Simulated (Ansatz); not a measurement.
# BrCl2H3OSn: the cost of one run

Program: Ansatz 0.2.0. Level of theory: RKS PBE0/def2-SVP. These are calculated values, not measurements.

### 1 The structure to begin with

Bond lengths: Sn1–O2 2.310 Å, O2–H3 1.010 Å, Sn1–Cl4 2.410 Å, Sn1–Cl5 2.408 Å, Sn1–H6 1.739 Å, Sn1–Br7 2.890 Å. Angles: Sn1–O2–H3 109.5°, O2–Sn1–Cl4 109.4°, O2–Sn1–Cl5 109.5°, O2–Sn1–H6 109.5°, O2–Sn1–Br7 71.6°, Cl4–Sn1–Cl5 109.5°, Cl4–Sn1–H6 109.5°, Cl4–Sn1–Br7 67.1°, Cl5–Sn1–H6 109.5°, Cl5–Sn1–Br7 72.9°, H6–Sn1–Br7 176.5°.

Structure file:

```xyz
8

Sn    0.0000    0.0000    0.0000
O     0.0000    0.0000    2.3100
H    -0.9095   -0.2814    2.6471
Cl    2.2726    0.0000   -0.8025
Cl   -1.1351    1.9666   -0.8025
H    -0.8195   -1.4198   -0.5794
Br    1.5157    2.2857    0.9113
H     0.7283    1.0983    2.1414
```

### 2 A restrained relaxation towards end A

Springs on the bonds that form and break draw the guess towards this end; the thresholds are loose.

input.yaml reads:

```yaml
crystal:
  periodic: [false, false, false]
  atoms:
    - { symbol: Sn, position_ang: [0.0, 0.0, 0.0] }
    - { symbol: O, position_ang: [0.0, 0.0, 2.31] }
    - { symbol: H, position_ang: [-0.9095, -0.2814, 2.6471] }
    - { symbol: Cl, position_ang: [2.2726, 0.0, -0.8025] }
    - { symbol: Cl, position_ang: [-1.1351, 1.9666, -0.8025] }
    - { symbol: H, position_ang: [-0.8195, -1.4198, -0.5794] }
    - { symbol: Br, position_ang: [1.5157, 2.2857, 0.9113] }
    - { symbol: H, position_ang: [0.7283, 1.0983, 2.1414] }
basis:
  gaussian: { orbitals: def2-SVP }
hamiltonian:
  xc: pbe0
relax:
  f_tol: 0.15
  max_steps: 25
  restrain:
    - { distance: [0, 6], at: 3.79, k: 30.0 }
    - { distance: [7, 1], at: 2.21, k: 30.0 }
    - { distance: [0, 1], at: 1.96, k: 30.0 }
    - { distance: [7, 6], at: 1.55, k: 30.0 }
output:
  orbitals: {}
```

Run with:

```
ansatz run input.yaml --threads 4 --pin off --max-ram 5120MiB --backend cpu --events-out ev --progress --plain --runs-dir out
```

Q: Estimate wall time and peak memory on 4 threads of Arm Neoverse V2, shared host.

About 39 s, with a peak of 0.38 GiB.
